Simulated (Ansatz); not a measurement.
# CoMo: the cost of one run

Program: Ansatz 0.2.0. Level of theory: DFT LDA, with the methods named in each step. These are calculated values, not measurements.

## 1. The system as given

It takes space group P-6m2 (No. 187, hexagonal). The conventional cell has a = 2.695 Å, b = 2.695 Å, c = 4.184 Å, α = 90.00°, β = 90.00°, γ = 120.00°. Co (site symmetry -6m2) is surrounded by 6 Mo at 2.61 Å and 6 Co at 2.69 Å. Mo (site symmetry -6m2) is surrounded by 6 Co at 2.61 Å and 6 Mo at 2.69 Å.

As a file:

```cif
data_structure
_symmetry_space_group_name_H-M 'P-6m2'
_symmetry_Int_Tables_number 187
_cell_length_a 2.6949
_cell_length_b 2.6949
_cell_length_c 4.1836
_cell_angle_alpha 90.000
_cell_angle_beta 90.000
_cell_angle_gamma 120.000
_cell_volume 26.31
loop_
_atom_site_label
_atom_site_type_symbol
_atom_site_symmetry_multiplicity
_atom_site_Wyckoff_symbol
_atom_site_fract_x
_atom_site_fract_y
_atom_site_fract_z
_atom_site_occupancy
Co1 Co 1 f 0.66667 0.33333 0.50000 1
Mo1 Mo 1 c 0.33333 0.66667 0.00000 1
```

The file gives the conventional cell by its symmetry; the runs use the cell typed in the input.

Atoms are numbered in the order of the input: Co1, Mo2.

## 2. Free moments, LAPW

input.yaml

```yaml
crystal:
  lattice:
    - [2.6949279053, 0.0, 0.0]
    - [-1.3474639526, 2.3338760273, 0.0]
    - [0.0, 0.0, 4.183618]
  atoms:
    - { symbol: Co, position: [0.6666666667, 0.3333333333, 0.5], spin: 2.0 }
    - { symbol: Mo, position: [0.3333333333, 0.6666666667, 0.0] }
magnetization:
  spin_polarized: true
kpoints:
  mp_grid: { grid: [14, 14, 8] }
scf:
  occupations: { method: fermi_dirac, width: 0.05 }
hamiltonian:
  xc: lda
  pseudopotentials: { kind: all_electron, lapw: { basis_error: 0.001 } }
output:
  forces: true
  stress: true
  eigenvalues: false
  populations: true
```

On the command line:

```
$ ansatz run input.yaml --threads 1 --pin off --max-ram 3072MiB --backend cpu --events-out ev --progress --plain --runs-dir out
```

What time and memory should one allow on 1 thread of Intel Xeon 6975P-C (Granite Rapids), shared host?

About 70 s, with a peak of 0.73 GiB.
